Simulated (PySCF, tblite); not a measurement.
# Si₃₄H₅₄: electronic excitations, NMR shifts, part 2 of 2

tblite 0.8.0 and PySCF 2.14.0. Atoms count from 0. Earlier steps stand in the parts before.

## 4. NMR shifts: GIAO KT3/pcSseg-1

The job: settings as JSON, then the geometry in Å.

```
{"job": {"kind": "nmr", "xc": "KT3", "basis": "pcSseg-1", "pop": false}, "charge": 0, "multiplicity": 1}
Si     4.005579     1.146213    -0.279430
Si     2.003806     2.190120     0.330059
Si    -0.000062     1.145988    -0.275323
Si     0.000049    -1.147351     0.276871
Si     2.003243    -2.189764    -0.332104
Si     4.004533    -1.146057     0.276936
Si   -12.008434     1.145552    -0.283886
Si   -14.000259     2.210986     0.320514
Si   -15.930274     1.104298    -0.363001
Si   -15.929370    -1.103555     0.363537
Si   -13.999830    -2.208748    -0.320261
Si   -12.007777    -1.143986     0.284341
Si    15.929894     1.104198    -0.363287
Si    13.999344     2.209668     0.321486
Si    12.007207     1.144450    -0.283168
Si    12.008424    -1.145212     0.284723
Si    14.000260    -2.210664    -0.320547
Si    15.929377    -1.103424     0.363824
Si    -4.004919     1.145553    -0.275900
Si    -6.009428     2.187783     0.329707
Si    -8.011732     1.145098    -0.278459
Si    -8.010941    -1.145755     0.279943
Si    -6.008237    -2.186898    -0.327573
Si    -4.005107    -1.146370     0.280491
Si    -2.002647     2.190257     0.334168
Si    -2.004462    -2.190214    -0.329724
Si     8.010981     1.145432    -0.278936
Si     6.009191     2.187333     0.327401
Si     6.008690    -2.188024    -0.329501
Si     8.010294    -1.145078     0.279648
Si    10.011342     2.184664     0.337003
Si    10.011211    -2.185332    -0.335456
Si   -10.012535     2.185779     0.336631
Si   -10.011908    -2.183846    -0.336394
H      4.009121     1.143648    -1.767488
H      2.007718     2.286069     1.802065
H      2.005715     3.600459    -0.098995
H     -0.001828     1.145177    -1.763410
H      0.000728    -1.145498     1.765271
H      2.005568    -2.285281    -1.803921
H      2.005689    -3.600380     0.094888
H      4.008911    -1.142657     1.764982
H    -12.012420     1.131193    -1.771037
H    -14.010345     2.291947     1.791949
H    -13.999593     3.624469    -0.087907
H    -15.969132     1.115621    -1.835931
H    -17.165292     1.815613     0.001050
H    -15.970059    -1.115648     1.836113
H    -17.163771    -1.814745    -0.001430
H    -14.010415    -2.290063    -1.791438
H    -13.999378    -3.622150     0.087206
H    -12.012348    -1.129610     1.771673
H     15.969085     1.115465    -1.836263
H     17.164375     1.815679     0.002402
H     14.010147     2.290539     1.793061
H     13.999507     3.623616    -0.085577
H     12.011598     1.130703    -1.770293
H     12.012001    -1.131812     1.772236
H     14.010724    -2.290425    -1.792108
H     14.000769    -3.624075     0.088121
H     15.970833    -1.115716     1.836547
H     17.163743    -1.814908    -0.001071
H     -4.007497     1.144105    -1.764106
H     -6.021290     2.276204     1.802059
H     -6.018635     3.600509    -0.090833
H     -8.027890     1.142556    -1.766201
H     -8.027414    -1.141915     1.767571
H     -6.018762    -2.276240    -1.799794
H     -6.016859    -3.598771     0.094891
H     -4.009014    -1.142429     1.768101
H     -2.005084     2.283832     1.806356
H     -2.004697     3.601830    -0.091287
H     -2.007911    -2.285254    -1.801701
H     -2.006386    -3.600980     0.097410
H      8.028558     1.141661    -1.766365
H      6.019379     2.276400     1.799406
H      6.018398     3.599828    -0.092621
H      6.021322    -2.276480    -1.801947
H      6.017835    -3.600310     0.092534
H      8.026690    -1.141198     1.767151
H     10.029761     2.257609     1.809284
H     10.025823     3.602631    -0.063037
H     10.029508    -2.257831    -1.808100
H     10.025009    -3.603348     0.065699
H    -10.029872     2.257913     1.809165
H    -10.024784     3.603771    -0.064071
H    -10.029419    -2.254896    -1.808809
H    -10.024270    -3.602069     0.062406
```

With the program's defaults for keys left out, this is: GIAO KT3/pcSseg-1 NMR shielding, non-relativistic, gas phase.

Output:

```text
start: PBE on a coarse grid of 84690 points
cycle   1  E = -9869.7757345036  dE =  8.586e-01  |g| = 5.099e-01  |ddm| = 9.157e+00
cycle   2  E = -9869.8226630658  dE = -4.693e-02  |g| = 3.213e-01  |ddm| = 1.103e+00
cycle   3  E = -9869.8446294772  dE = -2.197e-02  |g| = 1.537e-01  |ddm| = 7.703e-01
cycle   4  E = -9869.8546298180  dE = -1.000e-02  |g| = 2.347e-02  |ddm| = 3.736e-01
cycle   5  E = -9869.8548083510  dE = -1.785e-04  |g| = 9.478e-03  |ddm| = 5.961e-02
final grid: 638275 points
cycle   6  E = -9954.1594386726  dE = -1.847e-01  |g| = 6.971e-01  |ddm| = 1.726e+00
cycle   7  E = -9954.1782401164  dE = -1.880e-02  |g| = 3.275e-01  |ddm| = 7.789e-01
cycle   8  E = -9954.1850581746  dE = -6.818e-03  |g| = 4.276e-02  |ddm| = 3.306e-01
cycle   9  E = -9954.1857951825  dE = -7.370e-04  |g| = 1.022e-02  |ddm| = 1.009e-01
cycle  10  E = -9954.1858353326  dE = -4.015e-05  |g| = 1.671e-03  |ddm| = 2.617e-02
cycle  11  E = -9954.1858361569  dE = -8.243e-07  |g| = 7.332e-04  |ddm| = 4.239e-03
cycle  12  E = -9954.1858375527  dE = -1.396e-06  |g| = 3.252e-04  |ddm| = 2.149e-03
cycle  13  E = -9954.1858365489  dE =  1.004e-06  |g| = 4.711e-05  |ddm| = 7.237e-04
converged SCF energy = -9954.1858365489

GIAO shielding tensors (ppm)
atom      isotropic    diamagn.    paramagn.     s11        s22        s33       span
  0 Si     472.623     890.278    -417.656    436.328    485.924    495.616     59.288
  1 Si     463.636     889.017    -425.381    432.586    470.219    488.104     55.519
  2 Si     472.316     890.802    -418.486    435.558    486.041    495.350     59.792
  3 Si     472.355     890.799    -418.444    435.675    486.075    495.314     59.639
  4 Si     463.774     889.021    -425.247    432.852    470.120    488.349     55.497
  5 Si     472.635     890.270    -417.636    436.397    486.007    495.500     59.102
  6 Si     474.972     886.252    -411.280    444.090    488.183    492.645     48.554
  7 Si     468.905     881.530    -412.625    445.642    468.984    492.090     46.448
  8 Si     474.008     877.841    -403.833    452.781    476.386    492.858     40.076
  9 Si     474.089     877.817    -403.728    452.837    476.405    493.026     40.189
 10 Si     469.030     881.516    -412.486    445.775    469.002    492.314     46.539
 11 Si     474.996     886.223    -411.227    444.143    488.155    492.690     48.546
 12 Si     473.910     877.836    -403.926    452.753    476.318    492.660     39.906
 13 Si     468.885     881.503    -412.618    445.613    468.832    492.210     46.597
 14 Si     474.946     886.213    -411.267    443.985    488.132    492.721     48.736
 15 Si     474.825     886.263    -411.438    443.887    488.010    492.577     48.690
 16 Si     468.839     881.511    -412.672    445.640    468.919    491.957     46.316
 17 Si     474.010     877.776    -403.765    452.778    476.245    493.007     40.229
 18 Si     472.489     890.273    -417.784    436.127    485.782    495.560     59.433
 19 Si     463.987     887.938    -423.951    432.926    470.555    488.480     55.554
 20 Si     473.105     888.580    -415.475    438.165    485.817    495.333     57.167
 21 Si     473.205     888.566    -415.361    438.301    485.948    495.365     57.064
 22 Si     464.163     887.942    -423.779    433.296    470.771    488.422     55.127
 23 Si     472.650     890.284    -417.634    436.380    486.137    495.433     59.053
 24 Si     463.523     889.018    -425.495    432.535    469.842    488.191     55.656
 25 Si     463.714     889.020    -425.307    432.735    470.155    488.251     55.516
 26 Si     473.391     888.564    -415.172    438.573    486.163    495.439     56.866
 27 Si     464.268     887.952    -423.683    433.338    470.718    488.749     55.411
 28 Si     463.987     887.930    -423.942    433.093    470.544    488.325     55.232
 29 Si     473.167     888.550    -415.383    438.306    486.044    495.150     56.844
 30 Si     464.105     885.690    -421.585    433.801    468.943    489.571     55.770
 31 Si     463.915     885.691    -421.776    433.535    468.932    489.276     55.741
 32 Si     463.969     885.732    -421.764    433.609    468.960    489.337     55.729
 33 Si     464.120     885.720    -421.600    433.793    469.094    489.471     55.678
 34 H       27.958      38.116     -10.158     24.437     28.450     30.988      6.551
 35 H       28.128      37.109      -8.980     23.852     28.541     31.992      8.140
 36 H       28.068      36.161      -8.093     22.209     28.106     33.888     11.679
 37 H       27.952      38.598     -10.645     24.422     28.485     30.950      6.528
 38 H       27.949      38.589     -10.639     24.420     28.479     30.948      6.529
 39 H       28.132      37.109      -8.976     23.857     28.539     32.001      8.144
 40 H       28.073      36.164      -8.091     22.213     28.110     33.895     11.682
 41 H       27.959      38.115     -10.156     24.438     28.455     30.982      6.544
 42 H       28.105      33.850      -5.745     24.800     27.879     31.636      6.835
 43 H       28.229      27.710       0.519     24.777     27.044     32.866      8.089
 44 H       28.073      26.521       1.552     22.986     26.723     34.511     11.525
 45 H       28.208      25.230       2.978     25.179     26.285     33.159      7.980
 46 H       28.043      21.050       6.993     23.597     25.156     35.375     11.778
 47 H       28.213      25.211       3.002     25.182     26.284     33.172      7.989
 48 H       28.048      21.029       7.019     23.600     25.161     35.382     11.782
 49 H       28.234      27.703       0.531     24.780     27.048     32.874      8.094
 50 H       28.079      26.516       1.564     22.988     26.729     34.521     11.533
 51 H       28.104      33.826      -5.722     24.797     27.878     31.636      6.839
 52 H       28.206      25.221       2.985     25.177     26.282     33.158      7.981
 53 H       28.041      21.045       6.996     23.597     25.154     35.371     11.774
 54 H       28.228      27.696       0.532     24.776     27.042     32.865      8.089
 55 H       28.073      26.511       1.562     22.986     26.723     34.510     11.524
 56 H       28.106      33.828      -5.722     24.800     27.883     31.634      6.835
 57 H       28.100      33.853      -5.753     24.795     27.876     31.628      6.833
 58 H       28.227      27.699       0.528     24.778     27.041     32.863      8.085
 59 H       28.072      26.516       1.556     22.986     26.720     34.510     11.523
 60 H       28.210      25.186       3.024     25.181     26.280     33.169      7.988
 61 H       28.046      20.996       7.050     23.600     25.161     35.377     11.777
 62 H       27.955      38.117     -10.161     24.433     28.455     30.978      6.546
 63 H       28.131      36.166      -8.035     23.899     28.490     32.004      8.105
 64 H       28.070      35.223      -7.154     22.225     28.047     33.936     11.711
 65 H       27.983      36.571      -8.588     24.506     28.333     31.110      6.604
 66 H       27.984      36.556      -8.572     24.507     28.333     31.114      6.607
 67 H       28.135      36.160      -8.025     23.896     28.493     32.016      8.120
 68 H       28.073      35.215      -7.142     22.226     28.054     33.939     11.713
 69 H       27.963      38.120     -10.158     24.444     28.452     30.992      6.549
 70 H       28.127      37.110      -8.984     23.860     28.532     31.989      8.130
 71 H       28.066      36.161      -8.096     22.212     28.100     33.884     11.673
 72 H       28.131      37.111      -8.980     23.856     28.541     31.995      8.140
 73 H       28.070      36.160      -8.090     22.212     28.106     33.892     11.681
 74 H       27.989      36.559      -8.570     24.510     28.336     31.120      6.609
 75 H       28.139      36.174      -8.035     23.903     28.497     32.016      8.114
 76 H       28.076      35.228      -7.152     22.229     28.053     33.947     11.719
 77 H       28.130      36.158      -8.028     23.897     28.486     32.007      8.109
 78 H       28.068      35.215      -7.147     22.225     28.047     33.932     11.707
 79 H       27.986      36.552      -8.566     24.511     28.330     31.116      6.606
 80 H       28.147      34.043      -5.896     24.079     28.250     32.113      8.034
 81 H       28.067      33.143      -5.076     22.310     27.848     34.044     11.734
 82 H       28.141      34.042      -5.900     24.074     28.248     32.102      8.027
 83 H       28.061      33.141      -5.081     22.306     27.843     34.034     11.728
 84 H       28.143      34.066      -5.922     24.077     28.249     32.105      8.027
 85 H       28.063      33.166      -5.102     22.308     27.844     34.037     11.729
 86 H       28.147      34.063      -5.916     24.080     28.251     32.110      8.030
 87 H       28.068      33.155      -5.087     22.308     27.850     34.047     11.739
```

It took 34 s on 8 threads of AMD EPYC 7R43, shared host; peak memory 3.6 GiB.

The references, computed at this level on geometries of the same kind, shield at (ppm): 1H TMS 31.76, 29Si TMS 361.7. Their shielding less the atom's gives the shift. The references are single molecules in the gas phase. Atoms listed in one row are averaged.

| atoms | environment | σ (ppm) | δ (ppm) |
| --- | --- | --- | --- |
| H37, H38 | hydrogen on a silicon bonded to 3 Si | 27.95 | 3.81 |
| H34, H41, H62, H69 | hydrogen on a silicon bonded to 3 Si | 27.96 | 3.80 |
| H65, H66, H74, H79 | hydrogen on a silicon bonded to 3 Si | 27.99 | 3.77 |
| H46, H48, H53, H61 | hydrogen on a silicon bonded to 2 Si | 28.04 | 3.72 |
| H81, H83, H85, H87 | hydrogen on a silicon bonded to 2 Si | 28.06 | 3.70 |
| H36, H40, H71, H73 | hydrogen on a silicon bonded to 2 Si | 28.07 | 3.69 |
| H64, H68, H76, H78 | hydrogen on a silicon bonded to 2 Si | 28.07 | 3.69 |
| H44, H50, H55, H59 | hydrogen on a silicon bonded to 2 Si | 28.07 | 3.69 |
| H42, H51, H56, H57 | hydrogen on a silicon bonded to 3 Si | 28.10 | 3.66 |
| H35, H39, H70, H72 | hydrogen on a silicon bonded to 2 Si | 28.13 | 3.63 |
| H63, H67, H75, H77 | hydrogen on a silicon bonded to 2 Si | 28.13 | 3.63 |
| H80, H82, H84, H86 | hydrogen on a silicon bonded to 2 Si | 28.14 | 3.62 |
| H45, H47, H52, H60 | hydrogen on a silicon bonded to 2 Si | 28.21 | 3.55 |
| H43, H49, H54, H58 | hydrogen on a silicon bonded to 2 Si | 28.23 | 3.53 |
| Si1, Si4, Si24, Si25 | silicon bonded to 2 Si, 2 H | 463.7 | -102.0 |
| Si30, Si31, Si32, Si33 | silicon bonded to 2 Si, 2 H | 464.0 | -102.4 |
| Si19, Si22, Si27, Si28 | silicon bonded to 2 Si, 2 H | 464.1 | -102.4 |
| Si7, Si10, Si13, Si16 | silicon bonded to 2 Si, 2 H | 468.9 | -107.2 |
| Si2, Si3 | silicon bonded to 3 Si, H | 472.3 | -110.7 |
| Si0, Si5, Si18, Si23 | silicon bonded to 3 Si, H | 472.6 | -110.9 |
| Si20, Si21, Si26, Si29 | silicon bonded to 3 Si, H | 473.2 | -111.5 |
| Si8, Si9, Si12, Si17 | silicon bonded to 2 Si, 2 H | 474.0 | -112.3 |
| Si6, Si11, Si14, Si15 | silicon bonded to 3 Si, H | 474.9 | -113.3 |

Ring of atoms Si0, Si1, Si2, Si3, Si4, Si5: NICS(0) -2.1, NICS(1) -1.6, NICS(1)zz 7.5 ppm (means of both faces).

Ring of atoms Si0, Si5, Si26, Si27, Si28, Si29: NICS(0) -2.1, NICS(1) -1.6, NICS(1)zz 7.5 ppm (means of both faces).

Ring of atoms Si6, Si7, Si8, Si9, Si10, Si11: NICS(0) -2.3, NICS(1) -1.8, NICS(1)zz 6.2 ppm (means of both faces).

## 5. What came out

The summary covers parts 1 to 2.

| quantity | value |
| --- | --- |
| lowest singlet (PBE0/6-31G*) | 3.98 eV (311 nm), f = 0.000 |
| brightest single state of those computed | state 5, 4.57 eV, f = 5.592 |
| lowest triplet | 3.79 eV |
| 1H shifts against TMS (KT3/pcSseg-1, means over atoms taken as alike) | 3.81, 3.80, 3.77, 3.72, 3.70, 3.69, 3.69, 3.69, 3.66, 3.63, 3.63, 3.62, 3.55, 3.53 ppm |
| 29Si shifts against TMS (KT3/pcSseg-1, means over atoms taken as alike) | -102.0, -102.4, -102.4, -107.2, -110.7, -110.9, -111.5, -112.3, -113.3 ppm |

The lowest singlet, at 3.98 eV, is HOMO→LUMO 0.91 and is dark; of the 6 states computed, the strongest absorption comes from state 5 at 4.57 eV. The lowest triplet lies 0.19 eV below the lowest singlet.
